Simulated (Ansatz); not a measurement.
**C3H7NOSi: comparison of dispersion corrections, by script**

The task is a comparison of dispersion corrections, for C3H7NOSi. SMILES: C=NC1(C)O[SiH2]1.

All numbers are computed with the Python package of Ansatz 0.2.0. The levels of theory stand in the script.

**1. The structure**

Bond lengths: C1–N2 1.270 Å, N2–C3 1.464 Å, C3–C4 1.587 Å, C3–O5 1.402 Å, C3–Si6 1.897 Å, O5–Si6 1.675 Å, C1–H7 1.124 Å, C1–H8 1.060 Å, C4–H9 1.094 Å, C4–H10 1.042 Å, C4–H11 1.094 Å, Si6–H12 1.477 Å, Si6–H13 1.460 Å. Angles (14 of 23 angles, heavy atoms first): C1–N2–C3 114.9°, N2–C3–C4 118.7°, N2–C3–O5 118.8°, N2–C3–Si6 118.5°, C4–C3–O5 113.8°, C4–C3–Si6 114.5°, O5–C3–Si6 58.8°, C3–O5–Si6 75.5°, C3–Si6–O5 45.7°, N2–C1–H7 121.8°, N2–C1–H8 121.1°, C3–C4–H9 107.0°, C3–C4–H10 111.2°, C3–C4–H11 103.6°.

No structure file is read: the coordinates are typed or built in the script.

**2. The code**

Contents of c3h7nosi.py:

```python
"""Dispersion corrections for C3H7NOSi."""

import warnings

import ansatz as az

BASIS_SET = "def2-SVP"

GEOMETRY = """
C    -1.51760   -1.56180   -0.38330
N    -0.85690   -1.01950    0.55640
C     0.05680    0.04330    0.13270
C     1.52570   -0.35150   -0.31900
O    -0.46600    1.15060   -0.54960
Si   -0.07860    1.74010    0.96960
H    -1.45920   -1.18590   -1.44140
H    -2.25780   -2.29370   -0.18150
H     2.01160   -0.81720    0.54410
H     2.04930    0.47880   -0.66850
H     1.36150   -1.09140   -1.10750
H    -1.32360    2.13650    1.65750
H     0.97510    2.73700    0.80520
"""


def main() -> None:
    warnings.simplefilter("ignore", az.DeckWarning)

    geometry = az.Crystal.molecule()
    for line in GEOMETRY.strip().splitlines():
        symbol, *xyz = line.split()
        geometry = geometry.atom(symbol, [float(v) for v in xyz])

    calc = geometry.calculation().basis(gaussian=BASIS_SET)
    for name in ["pbe", "b3lyp"]:
        for correction in ("d3bj", "d4"):
            summary = calc.functional(name, dispersion=correction).run(threads=1).report
            print(f"{name:8s} {correction:5s} total {summary['free_energy_ev']:.5f} eV, of which dispersion {1000 * summary['dispersion']['energy']['ev']:.2f} meV")


if __name__ == "__main__":
    main()
```

**3. The input behind the calls**

The package turns the script's settings into the engine's input (first run):

```yaml
crystal:
  periodic: [false, false, false]
  atoms:
    - { symbol: C, position_ang: [-1.5176, -1.5618, -0.3833] }
    - { symbol: "N", position_ang: [-0.8569, -1.0195, 0.5564] }
    - { symbol: C, position_ang: [0.0568, 0.0433, 0.1327] }
    - { symbol: C, position_ang: [1.5257, -0.3515, -0.319] }
    - { symbol: O, position_ang: [-0.466, 1.1506, -0.5496] }
    - { symbol: Si, position_ang: [-0.0786, 1.7401, 0.9696] }
    - { symbol: H, position_ang: [-1.4592, -1.1859, -1.4414] }
    - { symbol: H, position_ang: [-2.2578, -2.2937, -0.1815] }
    - { symbol: H, position_ang: [2.0116, -0.8172, 0.5441] }
    - { symbol: H, position_ang: [2.0493, 0.4788, -0.6685] }
    - { symbol: H, position_ang: [1.3615, -1.0914, -1.1075] }
    - { symbol: H, position_ang: [-1.3236, 2.1365, 1.6575] }
    - { symbol: H, position_ang: [0.9751, 2.737, 0.8052] }
basis:
  gaussian:
    orbitals: def2-SVP
hamiltonian:
  xc: pbe
  dispersion: d3bj
```

**4. Running it**

The run is started by

```
$ python c3h7nosi.py
```

The log of the run:

```text
pbe      d3bj  total -14618.19599 eV, of which dispersion -297.61 meV
pbe      d4    total -14618.20152 eV, of which dispersion -303.14 meV
b3lyp    d3bj  total -14631.15913 eV, of which dispersion -516.22 meV
b3lyp    d4    total -14631.12850 eV, of which dispersion -485.59 meV
```

It took 14 s on 1 thread of Intel Xeon at 2.60GHz (Ice Lake), shared host; peak memory 0.31 GiB.

**5. Inputs of later runs**

The engine's inputs for the other runs:

Run 2, against run 1:

```diff
@@ -22 +22 @@
-  dispersion: d3bj
+  dispersion: d4
```

Run 3, against run 1:

```diff
@@ -21 +21 @@
-  xc: pbe
+  xc: b3lyp
```

Run 4, against run 1:

```diff
@@ -21,2 +21,2 @@
-  xc: pbe
-  dispersion: d3bj
+  xc: b3lyp
+  dispersion: d4
```

**6. What each run gave**

From the records of these 4 runs:

```tsv
run	functional	dispersion	energy (eV)	SCF cycles	CPU time (s)
1	pbe	d3bj	-14618.1960	19	3.1
2	pbe	d4	-14618.2015	19	3.1
3	b3lyp	d3bj	-14631.1591	18	3.6
4	b3lyp	d4	-14631.1285	18	3.6
```

Totals hang on method, basis and potentials, so only like runs compare.

**7. What came out**

| quantity | value |
| --- | --- |
| dispersion energy | -516.22 to -297.61 meV |
| runs compared | 4 |

In words: The dispersion term depends on the functional it is damped for, so it isn't a property of the molecule alone. All 4 runs converged (18 to 19 cycles). Notes:
- The geometry is a force-field or estimated start, not a minimum of this method, and the basis set is short of its limit. D4 holds the three-body term, and d3bj doesn't.
- b3lyp holds the VWN-RPA fit, as in Gaussian; the form of ORCA and Turbomole is b3lyp5.
